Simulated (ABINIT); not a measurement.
# Zr2BAs (P4mm) in ABINIT: settings compared

One crystal, Zr2BAs, is run at these levels: BLYP, PBE; tasks: single point.

All numbers are computed with ABINIT 10.8.3 (patched build); they aren't measurements. Logs are shortened: lines on timing, memory, paths and dates and some standing lists are left out, and cuts for length are marked. The log counts tension as positive stress, the text compression.

### Step 1. The structure

The structure is tetragonal, space group P4mm (No. 99). The conventional cell has a = 3.808 Å, b = 3.808 Å, c = 4.592 Å, α = 90.00°, β = 90.00°, γ = 90.00°. Zr (site symmetry 2mm) is surrounded by 2 As at 2.33 Å and 2 B at 2.38 Å. B (site symmetry 4mm) is surrounded by 1 As at 1.82 Å. As (site symmetry 4mm) has 1 B at 1.82 Å as nearest neighbours.

The cell was built by a generator and needn't be a form met in nature.

### Step 2. Single point, BLYP

The input, run.abi:

```
# Pseudopotentials
pp_dirpath "./"
pseudos "Zr.GGA_PBE-ansatz.xml, B.GGA_PBE-ansatz.xml, As.GGA_PBE-ansatz.xml"

# Structure
acell 3*1.0 Angstrom
rprim
     3.8079007700     0.0000000000     0.0000000000
     0.0000000000     3.8079007700     0.0000000000
     0.0000000000     0.0000000000     4.5924265400
ntypat 3
znucl 40 5 33
natom 4
typat 1 1 2 3
xcart
     1.9039503850     0.0000000000     3.0932390912
     0.0000000000     1.9039503850     3.0932390912
     1.9039503850     1.9039503850     1.6597160400
     1.9039503850     1.9039503850     4.4280186343 Angstrom

# Plane-wave basis
ecut 15.4
pawecutdg 30.8
pawxcdev 0
pawovlp -1

# k points
kptopt 1
ngkpt 5 5 4
nshiftk 1
shiftk 0.0 0.0 0.0

# Exchange and correlation
ixc -106131

# Bands and occupations
nband 26
occopt 3
tsmear 0.00183747

# SCF cycle
nstep 100
tolvrs 1.0e-9

# Output
iomode 3
prtwf 0
prtden 0
prteig 0
prtebands 0
enunit 2
```

Potentials or basis: Ansatz PAW PBE default generated set, frozen core.

Command:

```sh
$ abinit run.abi > log 2>&1
```

run.abo:

```text
[... set-up lines left out ...]
 ETOT  1  -210.22297142454    -2.102E+02 1.303E+00 6.449E+00
 ETOT  2  -211.37647485381    -1.154E+00 1.622E-01 2.344E+00
 ETOT  3  -211.36094829069     1.553E-02 5.445E-02 5.343E-01
 ETOT  4  -211.35780061277     3.148E-03 1.577E-02 9.697E-02
 ETOT  5  -211.35699819874     8.024E-04 9.466E-03 1.196E-02
 ETOT  6  -211.35700930097    -1.110E-05 3.826E-03 1.177E-03
 ETOT  7  -211.35702233257    -1.303E-05 2.797E-03 1.820E-04
 ETOT  8  -211.35702397630    -1.644E-06 2.064E-03 2.147E-05
 ETOT  9  -211.35702412215    -1.458E-07 1.554E-03 2.874E-06
 ETOT 10  -211.35702419677    -7.462E-08 1.082E-03 1.927E-07
 ETOT 11  -211.35702420253    -5.763E-09 7.590E-04 3.219E-08
 ETOT 12  -211.35702420325    -7.194E-10 5.206E-04 3.484E-09
 ETOT 13  -211.35702420336    -1.143E-10 3.552E-04 3.577E-10

 At SCF step   13       nres2   =  3.58E-10 < tolvrs=  1.00E-09 =>converged.

 Cartesian components of stress tensor (hartree/bohr^3)
  sigma(1 1)= -2.28605800E-03  sigma(3 2)=  0.00000000E+00
  sigma(2 2)= -2.28605800E-03  sigma(3 1)=  0.00000000E+00
  sigma(3 3)= -2.27956929E-03  sigma(2 1)=  0.00000000E+00

--- !ResultsGS
iteration_state: {dtset: 1, }
comment   : Summary of ground state results
lattice_vectors:
- [  7.1958896,   0.0000000,   0.0000000, ]
- [  0.0000000,   7.1958896,   0.0000000, ]
- [  0.0000000,   0.0000000,   8.6784284, ]
lattice_lengths: [   7.19589,    7.19589,    8.67843, ]
lattice_angles: [ 90.000,  90.000,  90.000, ] # degrees, (23, 13, 12)
lattice_volume:   4.4937620E+02
convergence: {deltae: -1.143E-10, res2:  3.577E-10, residm:  3.552E-04, diffor: null, }
etotal    :  -2.11357024E+02
entropy   :   0.00000000E+00
fermie    :   2.76293724E-01
cartesian_stress_tensor: # hartree/bohr^3
- [ -2.28605800E-03,   0.00000000E+00,   0.00000000E+00, ]
- [  0.00000000E+00,  -2.28605800E-03,   0.00000000E+00, ]
- [  0.00000000E+00,   0.00000000E+00,  -2.27956929E-03, ]
pressure_GPa:   6.7195E+01
xred      :
- [  5.0000E-01,   0.0000E+00,   6.7355E-01, Zr]
- [  0.0000E+00,   5.0000E-01,   6.7355E-01, Zr]
- [  5.0000E-01,   5.0000E-01,   3.6140E-01,  B]
- [  5.0000E-01,   5.0000E-01,   9.6420E-01, As]
cartesian_forces: # hartree/bohr
- [ -0.00000000E+00,  -0.00000000E+00,  -1.06319959E-01, ]
- [ -0.00000000E+00,  -0.00000000E+00,  -1.06319959E-01, ]
- [ -0.00000000E+00,  -0.00000000E+00,   2.47467046E-02, ]
- [ -0.00000000E+00,  -0.00000000E+00,   1.87893213E-01, ]
force_length_stats: {min:   2.47467046E-02, max:   1.87893213E-01, mean:   1.06319959E-01, }
...

 Integrated electronic density in atomic spheres:
 ------------------------------------------------
 Atom  Sphere_radius  Integrated_density
    1        2.63806         10.93908704
    2        2.63806         10.93908704
    3        2.17696          3.19008124
    4        2.63806         15.49106639

================================================================================

 ----iterations are completed or convergence reached----

 Mean square residual over all n,k,spin=   36.981E-07; max=  35.523E-05
 reduced coordinates (array xred) for    4 atoms
       0.500000000000      0.000000000000      0.673552219999
       0.000000000000      0.500000000000      0.673552219999
       0.500000000000      0.500000000000      0.361402850006
       0.500000000000      0.500000000000      0.964200210005
 rms dE/dt=  6.0606E-01; max dE/dt=  9.2270E-01; dE/dt below (all hartree)
    1       0.000000000000      0.000000000000      0.922699330820
    2       0.000000000000      0.000000000000      0.922699330820
    3       0.000000000000      0.000000000000     -0.214753324026
    4       0.000000000000      0.000000000000     -1.630608617468

 cartesian coordinates (angstrom) at end:
    1      1.90395038500000     0.00000000000000     3.09323909120000
    2      0.00000000000000     1.90395038500000     3.09323909120000
    3      1.90395038500000     1.90395038500000     1.65971604000000
    4      1.90395038500000     1.90395038500000     4.42801863430000

 cartesian forces (hartree/bohr) at end:
    1     -0.00000000000000    -0.00000000000000    -0.10631995872663
    2     -0.00000000000000    -0.00000000000000    -0.10631995872663
    3     -0.00000000000000    -0.00000000000000     0.02474670456654
    4     -0.00000000000000    -0.00000000000000     0.18789321288672
 frms,max,avg= 6.9835596E-02 1.8789321E-01   0.000E+00  0.000E+00 -1.058E-06 h/b

 cartesian forces (eV/Angstrom) at end:
    1     -0.00000000000000    -0.00000000000000    -5.46719209542879
    2     -0.00000000000000    -0.00000000000000    -5.46719209542879
    3     -0.00000000000000    -0.00000000000000     1.27252671290051
    4     -0.00000000000000    -0.00000000000000     9.66185747795706
 frms,max,avg= 3.5910907E+00 9.6618575E+00   0.000E+00  0.000E+00 -5.439E-05 e/A
 length scales=  1.889726125908  1.889726125908  1.889726125908 bohr
              =  1.000000000000  1.000000000000  1.000000000000 angstroms
 Fermi (or HOMO) energy (hartree) =   0.27629   Average Vxc (hartree)=  -0.38027
 Eigenvalues (hartree) for nkpt=  18  k points:
 kpt#   1, nband= 26, wtk=  0.01000, kpt=  0.0000  0.0000  0.0000 (reduced coord)
  -1.49506   -1.47030   -1.02882   -1.02872   -1.02872   -1.02770   -1.02609   -0.72078
  -0.72078   -0.69807   -0.66968   -0.64867   -0.64867   -0.19729    0.01896    0.13488
   0.16360    0.16360    0.16649    0.19499    0.25543    0.25543    0.31436    0.35697
   0.42888    0.42888
      occupation numbers for kpt#   1
   2.00000    2.00000    2.00000    2.00000    2.00000    2.00000    2.00000    2.00000
   2.00000    2.00000    2.00000    2.00000    2.00000    2.00000    2.00000    2.00000
   2.00000    2.00000    2.00000    2.00000    1.99998    1.99998    0.00000    0.00000
   0.00000    0.00000
 prteigrs : prtvol=0 or 1, do not print more k-points.

 Fermi (or HOMO) energy (eV) =   7.51834   Average Vxc (eV)= -10.34768
 Eigenvalues (   eV  ) for nkpt=  18  k points:
 kpt#   1, nband= 26, wtk=  0.01000, kpt=  0.0000  0.0000  0.0000 (reduced coord)
 -40.68257  -40.00898  -27.99564  -27.99286  -27.99286  -27.96520  -27.92132  -19.61342
 -19.61342  -18.99533  -18.22279  -17.65115  -17.65115   -5.36858    0.51600    3.67026
   4.45192    4.45192    4.53040    5.30583    6.95062    6.95062    8.55429    9.71375
  11.67029   11.67029
 prteigrs : prtvol=0 or 1, do not print more k-points.

--- !EnergyTerms
iteration_state     : {dtset: 1, }
comment             : Components of total free energy in Hartree
kinetic             :  3.15406872322949E+01
hartree             :  6.27109729610019E+01
xc                  : -1.61439443083109E+01
Ewald energy        : -1.28806555821565E+02
psp_core            :  1.03726878231124E+01
local_psp           : -1.45240945237917E+02
PAW spherical_terms : -2.57891135148580E+01
internal            : -2.11356210866242E+02
'-kT*entropy'       : -8.11091017388025E-04
total_energy        : -2.11357021957259E+02
total_energy_eV     : -5.75131756027926E+03
...

--- !EnergyTermsDC
iteration_state     : {dtset: 1, }
comment             : '"Double-counting" decomposition of free energy'
band_energy         : -2.23983709602310E+01
Ewald energy        : -1.28806555821565E+02
psp_core            :  1.03726878231124E+01
xc_dc               : -6.02927932558063E+01
PAW spherical_terms : -1.02311808978552E+01
internal            : -2.11356213112345E+02
'-kT*entropy'       : -8.11091017388025E-04
total_energy_dc     : -2.11357024203362E+02
total_energy_dc_eV  : -5.75131762139884E+03
...

--- !EnergyTermsWithPAWCore
iteration_state     : {dtset: 1, }
comment             : 'Components of total free energy, including PAW core contributions'
Total energy        : -9.32400065237962E+03
Total energy DC     : -9.32400065462573E+03
Total energy (eV)   : -2.53718983109681E+05
Total energy DC (eV): -2.53718983170800E+05
...

 Cartesian components of stress tensor (hartree/bohr^3)
  sigma(1 1)= -2.28605800E-03  sigma(3 2)=  0.00000000E+00
  sigma(2 2)= -2.28605800E-03  sigma(3 1)=  0.00000000E+00
  sigma(3 3)= -2.27956929E-03  sigma(2 1)=  0.00000000E+00

-Cartesian components of stress tensor (GPa)         [Pressure=  6.7195E+01 GPa]
- sigma(1 1)= -6.72581485E+01  sigma(3 2)=  0.00000000E+00
- sigma(2 2)= -6.72581485E+01  sigma(3 1)=  0.00000000E+00
- sigma(3 3)= -6.70672440E+01  sigma(2 1)=  0.00000000E+00

== END DATASET(S) ==============================================================
================================================================================

 -outvars: echo values of variables after computation  --------
            acell      1.8897261259E+00  1.8897261259E+00  1.8897261259E+00 Bohr
           etotal     -2.1135702420E+02
            fcart     -0.0000000000E+00 -0.0000000000E+00 -1.0631995873E-01
                      -0.0000000000E+00 -0.0000000000E+00 -1.0631995873E-01
                      -0.0000000000E+00 -0.0000000000E+00  2.4746704567E-02
                      -0.0000000000E+00 -0.0000000000E+00  1.8789321289E-01
            rprim      3.8079007700E+00  0.0000000000E+00  0.0000000000E+00
                       0.0000000000E+00  3.8079007700E+00  0.0000000000E+00
                       0.0000000000E+00  0.0000000000E+00  4.5924265400E+00
           strten     -2.2860580033E-03 -2.2860580033E-03 -2.2795692895E-03
                       0.0000000000E+00  0.0000000000E+00  0.0000000000E+00
           xangst      1.9039503850E+00  0.0000000000E+00  3.0932390912E+00
                       0.0000000000E+00  1.9039503850E+00  3.0932390912E+00
                       1.9039503850E+00  1.9039503850E+00  1.6597160400E+00
                       1.9039503850E+00  1.9039503850E+00  4.4280186343E+00
             xred      5.0000000000E-01  0.0000000000E+00  6.7355222000E-01
                       0.0000000000E+00  5.0000000000E-01  6.7355222000E-01
                       5.0000000000E-01  5.0000000000E-01  3.6140285001E-01
                       5.0000000000E-01  5.0000000000E-01  9.6420021000E-01
 Calculation completed.
```

Wall time 86 s (1 thread of Arm Neoverse V1, shared host); peak memory 0.27 GiB.

What came out:

```yaml
Free_energy: -5751.3176 eV
Pressure: 67.2 GPa
Largest_force: 9.662 eV/Å
Band_gap_on_the_k_mesh: none (metal or under the smearing width)
```

Forces on the atoms (eV/Å):
```
Zr   0.000  0.000 -5.467
Zr   0.000  0.000 -5.467
B    0.000  0.000  1.273
As   0.000  0.000  9.662
```

Caveat: the atomic spheres overlap; a pressure of tens of GPa on the cell as given is suspect, and the run, the potentials or the cell itself is likely at fault; the PAW data sets were made with another functional, which shifts forces and pressure a little.

### Step 3. Single point, PBE

The input, run.abi:

```
# Pseudopotentials
pp_dirpath "./"
pseudos "Zr.upf, B.upf, As.upf"

# Structure
acell 3*1.0
rprim
     7.1958895651     0.0000000000     0.0000000000
     0.0000000000     7.1958895651     0.0000000000
     0.0000000000     0.0000000000     8.6784284081
ntypat 3
znucl 40 5 33
natom 4
typat 1 1 2 3
xred
     0.5000000000     0.0000000000     0.6735522200
     0.0000000000     0.5000000000     0.6735522200
     0.5000000000     0.5000000000     0.3614028500
     0.5000000000     0.5000000000     0.9642002100

# Plane-wave basis
ecut 48.0

# k points
kptopt 1
ngkpt 5 5 4
nshiftk 1
shiftk 0.0 0.0 0.0

# Exchange and correlation
ixc 11

# Bands and occupations
nband 30
occopt 3
tsmear 0.05 eV

# SCF cycle
nstep 100
tolvrs 1.0e-10

# Output
iomode 3
prtwf 0
prtden 0
prteig 0
prtebands 0
enunit 1
```

Potentials or basis: PseudoDojo NC SR PBE v0.4 stringent.

Command:

```sh
$ abinit run.abi > log 2>&1
```

run.abo:

```text
.Version 10.8.3 of ABINIT
 Symmetries : space group P4 m m (# 99); Bravais tP (primitive tetrag.)
================================================================================
 Values of the parameters that define the memory need of the present run
     intxc =       0    ionmov =       0      iscf =       7    lmnmax =       6
     lnmax =       6     mgfft =      60  mpssoang =       3    mqgrid =    3001
     natom =       4  nloc_mem =       1    nspden =       1   nspinor =       1
    nsppol =       1      nsym =       8    n1xccc =    2501    ntypat =       3
    occopt =       3   xclevel =       2
       mpw =        7156          nfft =      138240          nkpt =          18
================================================================================
================================================================================

--------------------------------------------------------------------------------
------------- Echo of variables that govern the present computation ------------
[... 232 lines left out ...]
 -outvars: echo values of variables after computation  --------
            acell      1.0000000000E+00  1.0000000000E+00  1.0000000000E+00 Bohr
           etotal     -4.0921653210E+02
            fcart     -0.0000000000E+00 -0.0000000000E+00 -1.0391250409E-01
                      -0.0000000000E+00 -0.0000000000E+00 -1.0391250409E-01
                      -0.0000000000E+00 -0.0000000000E+00  3.1268804321E-02
                      -0.0000000000E+00 -0.0000000000E+00  1.7655620385E-01
            rprim      7.1958895651E+00  0.0000000000E+00  0.0000000000E+00
                       0.0000000000E+00  7.1958895651E+00  0.0000000000E+00
                       0.0000000000E+00  0.0000000000E+00  8.6784284081E+00
           strten     -2.0584756196E-03 -2.0584756196E-03 -2.0540002843E-03
                       0.0000000000E+00  0.0000000000E+00  0.0000000000E+00
           xangst      1.9039503837E+00  0.0000000000E+00  3.0932390891E+00
                       0.0000000000E+00  1.9039503837E+00  3.0932390891E+00
                       1.9039503837E+00  1.9039503837E+00  1.6597160389E+00
                       1.9039503837E+00  1.9039503837E+00  4.4280186313E+00
             xred      5.0000000000E-01  0.0000000000E+00  6.7355222000E-01
                       0.0000000000E+00  5.0000000000E-01  6.7355222000E-01
                       5.0000000000E-01  5.0000000000E-01  3.6140285000E-01
                       5.0000000000E-01  5.0000000000E-01  9.6420021000E-01
 Calculation completed.
```

It took 3 min on 1 thread of Arm Neoverse V1, shared host; peak memory 0.15 GiB.

Results:

- Free energy: -11135.3491 eV
- Pressure: 60.5 GPa
- Largest force: 9.079 eV/Å
- Band gap on the k mesh: none (metal or under the smearing width)
- Valence electrons inside the program's atomic spheres: Zr 8.69; B 2.63; As 20.80

Forces on the atoms (eV/Å):
```
Zr   0.000  0.000 -5.343
Zr   0.000  0.000 -5.343
B    0.000  0.000  1.608
As   0.000  0.000  9.079
```

Stress tensor (GPa, compression positive):
```
60.56  0.00  0.00
 0.00 60.56  0.00
 0.00  0.00 60.43
```

Levels at points of the mesh, in eV from the Fermi level:
```
           k point  band 22  band 23  band 24  band 25  band 26  band 27  band 28  band 29
(0.00, 0.00, 0.00)    -3.04    -3.01    -2.22    -0.56    -0.56     1.03     2.18     4.25
(0.00, 0.00, 0.50)    -3.11    -2.19    -0.89     0.54     2.75     2.75     3.23     3.76
```

Caveat: a pressure of tens of GPa on the cell as given is suspect, and the run, the potentials or the cell itself is likely at fault; forces of over 1 eV/Å show positions far from the minimum, so gaps and moduli don't describe the material at rest.
